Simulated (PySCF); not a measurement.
# Ways to converge the SCF of CsH

The same problem is solved with other solver options, one edit a run.

Computed with PySCF 2.14.0. Level: each script names its method and basis.

2 further runs of the same task are left out: 2 that didn't finish.

### Step 1. Where the work starts

CsH: 2 atoms, charge 0, spin multiplicity 1.

Bond lengths: Cs1–H2 2.525 Å.

### Step 2. The run that the others are compared with

input.py

```python
from pyscf import gto, scf, mp

mol = gto.M(
    atom='Cs 0 0 0; H 0 0 2.525',
    basis='crenbl',
    ecp={'Cs': 'crenbl'},
    charge=0,
    spin=0,
    verbose=4,
)
mf = scf.UHF(mol)
mf.kernel()
mp.MP2(mf).kernel()
mf.dip_moment()
print('orbital energies (hartree):', [e[max(0, n-3):n+3].round(4) for e, n in zip(mf.mo_energy, mol.nelec)])
```

Launch:

```bash
> OMP_NUM_THREADS=1 python input.py
```

The log of this run is left out.

Base result: E(SCF) = -20.390297 Eh, 9 cycles, E(MP2) − E(SCF) = -0.14106 Eh, μ = 9.32 D (of the SCF density).

The bond length is a typed value, not an optimised one.

### Step 3. Damping 0.8

Variant 1 changes damping: none → 0.8.

input.py

```python
from pyscf import gto, scf, mp

mol = gto.M(
    atom='Cs 0 0 0; H 0 0 2.525',
    basis='crenbl',
    ecp={'Cs': 'crenbl'},
    charge=0,
    spin=0,
    verbose=4,
)
mf = scf.UHF(mol)
mf.damp = 0.8
mf.diis_start_cycle = 8
mf.kernel()
mp.MP2(mf).kernel()
mf.dip_moment()
print('orbital energies (hartree):', [e[max(0, n-3):n+3].round(4) for e, n in zip(mf.mo_energy, mol.nelec)])
```

Launch:

```bash
> OMP_NUM_THREADS=1 python input.py
```

### Step 4. Initial guess 1e

Variant 2 changes initial guess: minao → 1e.

Edit input.py of step 2 so:

```diff
@@ -11,2 +11,3 @@
 mf = scf.UHF(mol)
+mf.init_guess = '1e'
 mf.kernel()
```

### Step 5. Initial guess sap

Variant 3 changes initial guess: minao → sap.

Edit input.py of step 2 so:

```diff
@@ -11,2 +11,3 @@
 mf = scf.UHF(mol)
+mf.init_guess = 'sap'
 mf.kernel()
```

### Step 6. DIIS space 4

Variant 4 changes DIIS space: default → 4.

Edit input.py of step 2 so:

```diff
@@ -11,2 +11,3 @@
 mf = scf.UHF(mol)
+mf.diis_space = 4
 mf.kernel()
```

### Step 7. Level shift 0.1 hartree

Variant 5 changes level shift: none → 0.1 hartree.

Edit input.py of step 2 so:

```diff
@@ -11,2 +11,3 @@
 mf = scf.UHF(mol)
+mf.level_shift = 0.1
 mf.kernel()
```

### Step 8. Smearing width 0.01 hartree

Variant 6 changes smearing width: none → 0.01 hartree; step after the SCF: mp2 → none.

Edit input.py of step 2 so:

```diff
@@ -1,2 +1,2 @@
-from pyscf import gto, scf, mp
+from pyscf import gto, scf
 
@@ -11,4 +11,4 @@
 mf = scf.UHF(mol)
+mf = scf.addons.smearing_(mf, sigma=0.01, method='fermi')
 mf.kernel()
-mp.MP2(mf).kernel()
 mf.dip_moment()
```

What does the calculation give? Wanted: for each run, E(SCF); from base; gap; SCF dipole; after the SCF.

As calculated:

```
                        run  E(SCF) (hartree)  from base (eV)  cycles  gap (eV)  SCF dipole (D)              after the SCF
                       base        -20.390297               0       9      6.11            9.32  MP2 correlation -3.838 eV
                damping 0.8        -20.390297          0.0000      14      6.11            9.32  MP2 correlation -3.838 eV
           initial guess 1e        -20.390297          0.0000      11      6.11            9.32  MP2 correlation -3.838 eV
          initial guess sap        -20.390297          0.0000      13      6.11            9.32  MP2 correlation -3.838 eV
               DIIS space 4        -20.390297          0.0000       9      6.11            9.32  MP2 correlation -3.838 eV
    level shift 0.1 hartree        -20.390297          0.0000      13      6.11            9.32  MP2 correlation -3.838 eV
smearing width 0.01 hartree        -20.390289         +0.0002       9       n/a            9.32                        n/a
```

Distance from each run's final energy (log10 hartree) by cycle:

```
                        run  cycle 1  cycle 2  cycle 3  cycle 5  cycle 8  cycle 12
                       base     -1.4     -2.9     -3.8     -5.8     -9.2      done
                damping 0.8     -1.4     -1.6     -1.8     -2.2     -3.9      -7.7
           initial guess 1e     -0.1     -1.2     -2.4     -4.2     -7.9      done
          initial guess sap      0.5      0.1     -1.7     -3.6     -5.5      -9.0
               DIIS space 4     -1.4     -2.9     -3.8     -5.8     -9.1      done
    level shift 0.1 hartree     -1.4     -2.6     -3.3     -4.4     -7.0      -9.3
smearing width 0.01 hartree     -1.4     -2.8     -3.8     -5.8     -9.0      done
```

What this shows: With damping 0.8 or initial guess 1e or initial guess sap or DIIS space 4 or level shift 0.1 hartree the SCF ends at the base energy. The base needs 9 cycles and the run with damping 0.8 needs 14.
